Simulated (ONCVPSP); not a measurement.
# Germanium: generating and testing an ONCV potential

Aim: build the potential from the settings below, then test how well it stands in for the atom: other configurations, scattering, ghost states and the plane-wave cutoff that it needs.

Program: ONCVPSP 4.0.1.1 (patched build). Reference atom: PBE, scalar-relativistic, spherical and spin-unpolarised. All values are calculated.

### Step 1. Settings

The settings as typed:

* element: germanium (Ge, Z = 32)
* type: optimised norm-conserving Vanderbilt (ONCV)
* frozen core: [Ar]
* valence charge: 14
* reference configuration: 3d10 4s2 4p2
* partial waves: 4s: rc 1.95 bohr, ncon 3, nbas 8, qcut 3.4 1/bohr, 3 projectors, debl 1.8 Ha; 4p: rc 2.25 bohr, ncon 4, nbas 7, qcut 3.9 1/bohr, 2 projectors, debl 0.8 Ha; 3d: rc 0.60 bohr, ncon 3, nbas 7, qcut 17.4 1/bohr, 2 projectors, debl 0.3 Ha
* local potential: polynomial inside 0.40 bohr (lpopt 3, dvloc0 1 Ha)
* core correction: Teter function, fcfact 5.75, rcfact 1.75

The nodes and maxima of the atom's own shells, from an earlier all-electron run, set the scale for the radii.

All-electron outer shells of the reference configuration (PBE, scalar-relativistic, ld1.x):

```csv
shell,level (eV),outermost node (bohr),outermost maximum (bohr)
3s,-168.49,0.26,0.54
3p,-115.62,0.23,0.54
3d,-29.31,–,0.50
4s,-11.73,0.77,1.75
4p,-3.90,0.82,2.22
```

### Step 2. The generation run

Ge.dat reads:

```
# ATOM AND REFERENCE CONFIGURATION
# atsym  z   nc   nv     iexc    psfile
  Ge 32.00    5    3        4      upf
#
#   n    l    f
    1    0    2.00
    2    0    2.00
    2    1    6.00
    3    0    2.00
    3    1    6.00
    3    2   10.00
    4    0    2.00
    4    1    2.00
#
# PSEUDOPOTENTIAL AND OPTIMIZATION
# lmax
    2
#
#   l,   rc,      ep,       ncon, nbas, qcut
    0    1.95    0.00    3    8    3.40
    1    2.25    0.00    4    7    3.90
    2    0.60    0.00    3    7   17.40
#
# LOCAL POTENTIAL
# lloc, lpopt,  rc(5),   dvloc0
    4    3    0.40    1.00
#
# VANDERBILT-KLEINMAN-BYLANDER PROJECTORs
# l, nproj, debl
    0    3    1.80
    1    2    0.80
    2    2    0.30
#
# MODEL CORE CHARGE
# icmod, fcfact, rcfact
    3    5.75    1.75
#
# LOG DERIVATIVE ANALYSIS
# epsh1, epsh2, depsh
   -3.00    5.00    0.02
#
# OUTPUT GRID
# rlmax, drl
    6.00    0.01
#
# TEST CONFIGURATIONS
# ncnf
    4
# nvcnf
#   n    l    f
    3
    3    2   10.00
    4    0    2.00
    4    1    1.00
#
    3
    3    2   10.00
    4    0    2.00
    4    1    0.00
#
    3
    3    2   10.00
    4    0    1.00
    4    1    0.00
#
    3
    3    2   10.00
    4    0    0.00
    4    1    4.00
#
```

The run is started by

```
oncvpsp.x < Ge.dat > Ge.out
```

Before running it: what results should come out? Wanted: cutoffs for 1 and 0.1 mHa per electron, occupied waves; bound ghosts; GHOST(+) flags; largest miss of a reference level; largest test error; largest phase difference near zero energy, channels read; rms error of d²Exc/dn², without and with the model core; projector energies reset by the program.

As calculated:

| quantity | value |
| --- | --- |
| cutoffs for 1 and 0.1 mHa per electron, occupied waves | 452 Ha and 759 Ha |
| bound ghosts | s at -380.26 eV, p at -190.77 eV |
| GHOST(+) flags | none at low energy |
| largest miss of a reference level | 13 meV (3d) |
| largest test error (AE − PS) | -247 meV, for 3d10 4s1 4p0 |
| largest phase difference near zero energy, channels read | 0.000 rad |
| rms error of d²Exc/dn², without and with the model core | 6.87 and 2.07 mHa |
| projector energies reset by the program | d: -1.077, 0.250 Ha |

A bound ghost (s, p) makes it unfit for use: electrons can fall into a state that the atom doesn't have. By total energies transferability is poor: the largest error is 247 meV on 57.7 eV, for 3d10 4s1 4p0. That test lies far up in energy; among those under 40 eV, nearer to bonding, the largest error is 59 meV. It counts as very hard, with 452 Ha needed at the looser tolerance. At the looser tolerance the 3d wave is the slowest; 4s needs 7 Ha. Near zero energy the phases of the channels with partial waves agree within 0.001 rad.
